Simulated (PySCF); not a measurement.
# A diatomic session: SiHg

What are the lowest state that PBE0 finds, the bond length, vibrational wavenumber and bond energy of SiHg, and how much do these hang on the method?

The runs use PySCF 2.14.0; Si def2-SVPD, Hg def2-SVPD with ECP60, scalar-relativistic core potentials.

## Step 1: Input

Settings of the job:

```yaml
atoms: Si, Hg
charge: 0
basis: Si def2-SVPD, Hg def2-SVPD with ECP60
Hamiltonian: scalar-relativistic core potentials
basis_functions: 59
electrons_treated: 34
masses_in_u: 27.9769, 201.9706
levels: PBE0, PBE, r²SCAN, PBEsol, BP86, M06, LC-ωPBE, HF, MP2, SCS-MP2
grid: 80 radial by 434 angular points
occupations: held fixed by the projection of orbital angular momentum
dissociation_limit: Si + Hg, each in its ground configuration
starting_distance_in_angstrom: 2.490
values_of_2S_to_try: 0, 2
```

Launch:

```sh
> OMP_NUM_THREADS=1 python dia.py task.json out
```

After this run come: First curve: PBE0; Excited determinants; PBE (GGA); r²SCAN (meta-GGA); PBEsol; BP86 (GGA); M06 (hybrid meta-GGA); LC-ωPBE; ROHF (mean field).

**Question.** What will these runs give? Wanted: for each run, Re; ωe; De; μ.

The runs gave:

Lowest PBE0 solution found, without spin–orbit coupling: ³Σ⁻ (triplet), unpaired electrons π ↑↑. State 2 has its PBE0 minimum 0.27 eV higher, as a spin-mixed determinant (⟨S²⟩ = 1.01), so this is no gap between pure states. State 4 has its PBE0 minimum 0.77 eV higher, as a spin-mixed determinant (⟨S²⟩ = 1.02), so this is no gap between pure states. The other levels ran on the lowest alone.

| level | Re (Å) | ωe (cm⁻¹) | De (eV) | μ (D) |
| --- | --- | --- | --- | --- |
| ROHF | 3.180 | 52.8 | 0.039 | 1.30 |
| ROHF-MP2 | 2.602 | 176.2 | 0.462 | n/a |
| ROHF-SCS-MP2 | 2.683 | 146.1 | 0.324 | n/a |
| PBE | 2.564 | 211.7 | 0.69 | 1.72 |
| PBEsol | 2.512 | 233.6 | 0.86 | 1.65 |
| BP86 | 2.567 | 208.5 | 0.63 | 1.63 |
| r²SCAN | 2.544 | 215.6 | 0.70 | 1.96 |
| PBE0 | 2.580 | 201.8 | 0.60 | 1.96 |
| M06 | 2.626 | 187.3 | 0.57 | 1.40 |
| LC-ωPBE | 2.600 | 184.7 | 0.454 | 2.30 |

De is counted to Si + Hg in their ground configurations. A positive dipole means Si(−)Hg(+).

Bond lengths run from 2.512 Å (PBEsol) to 3.180 Å (ROHF). Of the levels with a De here, ROHF gives the least (0.039 eV) and PBEsol the most (0.86 eV).

Correlated steps freeze 5 core orbitals. Spin–orbit coupling is left out, which matters for elements this heavy, above all for dissociation energies. With spin–orbit coupling the term label itself may not hold.
